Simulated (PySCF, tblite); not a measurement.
**C5H11BO3Si: geometry, infrared bands and NMR shifts**

Wanted: the infrared bands and NMR shifts of C5H11BO3Si (`COCB1OCOC=C1[SiH3]`), by calculation.

Computed with tblite 0.8.0 and PySCF 2.14.0, with density-fitted response routines of our own, on a single molecule in the gas phase. Atoms count from 0, in the outputs and in this text.

### Step 1. Starting geometry

21 atoms, charge 0, multiplicity 1; geometry from: force field or distance geometry start.

Bonds of the start (Å): C0–O1 1.42, O1–C2 1.39, C2–B3 1.61, B3–O4 1.46, O4–C5 1.41, C5–O6 1.43, O6–C7 1.40, C7–C8 1.34, C8–Si9 1.85, C8–B3 1.57, C0–H10 1.11, C0–H11 1.11, C0–H12 1.11, C2–H13 1.11, C2–H14 1.11, C5–H15 1.13, C5–H16 1.11, C7–H17 1.09, Si9–H18 1.47, Si9–H19 1.48, Si9–H20 1.47.

### Step 2. Optimising the geometry with GFN2-xTB

The job: settings as JSON, then the geometry in Å.

```
{"job": {"kind": "relax", "xc": "GFN2-xTB", "basis": "xTB"}, "charge": 0, "multiplicity": 1}
C      2.832500    -1.178600     0.323900
O      1.625900    -0.422500     0.363300
C      1.093300    -0.342100    -0.920900
B     -0.300600     0.451600    -0.858700
O     -0.437200     1.780900    -1.451700
C     -0.737200     2.701200    -0.428400
O     -1.941500     2.334400     0.252100
C     -2.202400     1.001700     0.610600
C     -1.441000     0.008300     0.127500
Si    -1.663100    -1.738100     0.688500
H      3.574500    -0.695400    -0.338900
H      3.250500    -1.223600     1.347900
H      2.623700    -2.219600     0.006500
H      0.886400    -1.347800    -1.352800
H      1.761100     0.234800    -1.598200
H      0.107500     2.778800     0.313700
H     -0.871000     3.710900    -0.869100
H     -3.035300     0.776200     1.273000
H     -1.347900    -2.644900    -0.421200
H     -0.737400    -2.000800     1.808900
H     -3.049900    -1.948800     1.123600
```

Command:

```console
OMP_NUM_THREADS=1 python probes_run.py task.json out
```

This one command runs all jobs of the session in turn.

**Question.** This job is followed by: GFN2-xTB harmonic vibrations, gas phase; GIAO PBE0/pcSseg-1 NMR shielding, non-relativistic, gas phase. What will the session give for the following? strongest single infrared mode (GFN2-xTB); zero-point energy (GFN2-xTB); ¹³C shifts against TMS (PBE0/pcSseg-1); ¹H shifts against TMS (PBE0/pcSseg-1, means over atoms taken as alike); ¹⁷O shifts against H2O (PBE0/pcSseg-1); ¹¹B shifts against BF3·OEt2 (PBE0/pcSseg-1); ²⁹Si shifts against TMS (PBE0/pcSseg-1).

The runs gave:

| quantity | value |
| --- | --- |
| strongest single infrared mode (GFN2-xTB) | 2137 cm⁻¹, 404 km/mol |
| zero-point energy (GFN2-xTB) | 96.7 kcal/mol |
| ¹³C shifts against TMS (PBE0/pcSseg-1) | 173.4, 106.1, 90.5, 69.0, 61.9 ppm |
| ¹H shifts against TMS (PBE0/pcSseg-1, means over atoms taken as alike) | 7.26, 5.81, 4.18, 3.49, 3.34 ppm |
| ¹⁷O shifts against H2O (PBE0/pcSseg-1) | 178.0, 168.6, 13.7 ppm |
| ¹¹B shifts against BF3·OEt2 (PBE0/pcSseg-1) | 40.9 ppm |
| ²⁹Si shifts against TMS (PBE0/pcSseg-1) | -79.0 ppm |

**Reading.** Over 162 steps the energy fell by 1.066 eV; of the close pairs, B3–O4 changed most, 1.462 to 1.353 Å. No mode is imaginary among the 57: a minimum at this level. The strongest single mode, at 2137 cm⁻¹, moves mainly H20. Unscaled tight-binding wavenumbers are off by several per cent, some by more. Its intensities can rank the bands wrongly. C7 (alkene carbon bearing oxygen) lies farthest downfield among carbon, at 173.4 ppm; an sp2 carbon further deshielded by the attached heteroatom. The most deshielded hydrogen is H17 (hydrogen on an alkene carbon bearing oxygen), at 7.26 ppm: olefinic region. At PBE0/pcSseg-1: The largest span, 295 ppm, is at O4, where the paramagnetic term is -227 ppm.
